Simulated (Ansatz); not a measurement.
# ScGa2N3: the cost of one run

Computed with Ansatz 0.2.0 (DFT PBE, scalar-relativistic, plane waves, PAW, unless a step's input says otherwise).

## (1) The system as given

Symmetry: P6/mmm, No. 191, hexagonal system. The conventional cell has a = 4.233 Å, b = 4.233 Å, c = 5.485 Å, α = 90.00°, β = 90.00°, γ = 120.00°. Sc (site symmetry 6/mmm) is surrounded by 8 N at 2.44 to 2.74 Å. Ga (site symmetry -6m2) is surrounded by 3 Ga at 2.44 Å and 5 N at 2.44 to 2.74 Å. N (site symmetry -6m2) has 3 N at 2.44 Å and 3 Sc at 2.44 Å and 2 Ga at 2.74 Å as nearest neighbours. N (site symmetry 6/mmm) is surrounded by 6 Ga at 2.44 Å and 2 Sc at 2.74 Å.

As a file:

```cif
data_structure
_symmetry_space_group_name_H-M 'P 1'
_symmetry_Int_Tables_number 1
_cell_length_a 4.2325
_cell_length_b 4.2325
_cell_length_c 5.4847
_cell_angle_alpha 90.000
_cell_angle_beta 90.000
_cell_angle_gamma 120.000
_cell_volume 85.09
loop_
_atom_site_label
_atom_site_type_symbol
_atom_site_fract_x
_atom_site_fract_y
_atom_site_fract_z
_atom_site_occupancy
Sc1 Sc 0.00000 0.00000 0.00000 1
Ga1 Ga 0.33333 0.66667 0.50000 1
Ga2 Ga 0.66667 0.33333 0.50000 1
N1 N 0.33333 0.66667 0.00000 1
N2 N 0.66667 0.33333 0.00000 1
N3 N 0.00000 0.00000 0.50000 1
```

The cell is invented: random cell by space group and Wyckoff sites (P6/mmm, No. 191). Lengths come from tabulated atomic sizes and are only a guess.

## (2) A first look at the guess

input.yaml

```yaml
crystal:
  lattice:
    - [4.23250572, 0.0, 0.0]
    - [-2.11625286, 3.66545747, 0.0]
    - [0.0, 0.0, 5.48466205]
  atoms:
    - { symbol: Sc, position: [0.0, 0.0, 0.0] }
    - { symbol: Ga, position: [0.33333333, 0.66666667, 0.5] }
    - { symbol: Ga, position: [0.66666667, 0.33333333, 0.5] }
    - { symbol: "N", position: [0.33333333, 0.66666667, 0.0] }
    - { symbol: "N", position: [0.66666667, 0.33333333, 0.0] }
    - { symbol: "N", position: [0.0, 0.0, 0.5] }
basis:
  ecutwfc: 420
kpoints:
  mp_grid: { grid: [6, 6, 4] }
hamiltonian:
  xc: pbe
scf:
  occupations: { method: gaussian, width: 0.1 }
  lower_state_search: "off"
output:
  forces: true
  stress: true
  eigenvalues: true
```

On the command line:

```
ansatz run input.yaml --threads 1 --pin off --max-ram 2560MiB --backend cpu --events-out ev --progress --plain --runs-dir out
```

What time and memory should one allow on 1 thread of Arm Neoverse V1, shared host?

About 4.2 s, with a peak of 0.36 GiB.
